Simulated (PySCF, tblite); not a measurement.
# C4H12Si4: geometry, infrared bands and NMR shifts

What infrared bands and NMR shifts should C4H12Si4 (`CC#C[Si@@H]1C[SiH2][SiH2][SiH2]1`) show?

The runs use tblite 0.8.0 and PySCF 2.14.0, with density-fitted response routines of our own; the level of theory stands in each step. All values are computed, except where a source is named. Atoms count from 0, in the outputs and in this text.

## (1) Starting geometry

20 atoms, charge 0, multiplicity 1; geometry from: force field or distance geometry start.

Bonds of the start (Å): C0–C1 1.49, C1–C2 1.20, C2–Si3 1.83, Si3–C4 1.88, C4–Si5 1.89, Si5–Si6 2.23, Si6–Si7 2.25, Si7–Si3 2.26, C0–H8 1.11, C0–H9 1.11, C0–H10 1.12, Si3–H11 1.44, C4–H12 1.09, C4–H13 1.10, Si5–H14 1.48, Si5–H15 1.46, Si6–H16 1.49, Si6–H17 1.47, Si7–H18 1.46, Si7–H19 1.46.

## (2) Relaxing the molecule with GFN2-xTB

What the job is given:

```
{"job": {"kind": "relax", "xc": "GFN2-xTB", "basis": "xTB"}, "charge": 0, "multiplicity": 1}
C      4.424400    -0.184200     0.063400
C      2.968500    -0.131800    -0.270400
C      1.800400    -0.114400    -0.530200
Si     0.025600    -0.059600    -0.964100
C     -0.746900     1.510900    -0.282200
Si    -2.612700     1.261600    -0.444700
Si    -2.872600    -0.583300     0.789700
Si    -1.076200    -1.736300     0.067500
H      4.606800    -0.970400     0.822100
H      4.729800     0.830700     0.399700
H      4.986200    -0.418500    -0.878500
H     -0.216200    -0.087700    -2.386700
H     -0.384400     2.368700    -0.851100
H     -0.548900     1.565400     0.802200
H     -2.941000     0.941200    -1.853300
H     -3.381500     2.386300     0.072900
H     -2.742800    -0.251700     2.235800
H     -4.131000    -1.293300     0.509800
H     -0.309200    -2.309700     1.170200
H     -1.583400    -2.713200    -0.884900
```

On the command line:

```bash
$ OMP_NUM_THREADS=1 python probes_run.py task.json out
```

One launch serves the whole session: the jobs run in the order shown.

**Question.** This job is followed by: GFN2-xTB harmonic vibrations, gas phase; GIAO PBE0/pcSseg-1 NMR shielding, non-relativistic, gas phase. What will the session give for the following? strongest single infrared mode (GFN2-xTB); zero-point energy (GFN2-xTB); ¹³C shifts against TMS (PBE0/pcSseg-1); ¹H shifts against TMS (PBE0/pcSseg-1, means over atoms taken as alike); ²⁹Si shifts against TMS (PBE0/pcSseg-1).

**Answer**, as computed:

| quantity | value |
| --- | --- |
| strongest single infrared mode (GFN2-xTB) | 2184 cm⁻¹, 1142 km/mol |
| zero-point energy (GFN2-xTB) | 81.8 kcal/mol |
| ¹³C shifts against TMS (PBE0/pcSseg-1) | 115.5, 84.0, 6.3, -4.3 ppm |
| ¹H shifts against TMS (PBE0/pcSseg-1, means over atoms taken as alike) | 4.69, 4.31, 3.93, 3.47, 3.47, 3.40, 3.37, 2.09, 0.72, -0.09 ppm |
| ²⁹Si shifts against TMS (PBE0/pcSseg-1) | -56.0, -69.2, -121.7, -124.0 ppm |

What this shows: Over 94 steps the energy fell by 0.622 eV; of the close pairs, Si5–Si6 changed most, 2.235 to 2.325 Å. The lowest mode is slightly imaginary (3i cm⁻¹), a soft motion within the noise of the Hessian, so the minimum is not strictly shown. GFN2-xTB is a fitted tight-binding method: band positions and strengths are rough. Its intensities can rank the bands wrongly. At PBE0/pcSseg-1: The largest span, 279 ppm, is at C1, where the paramagnetic term is -205 ppm.
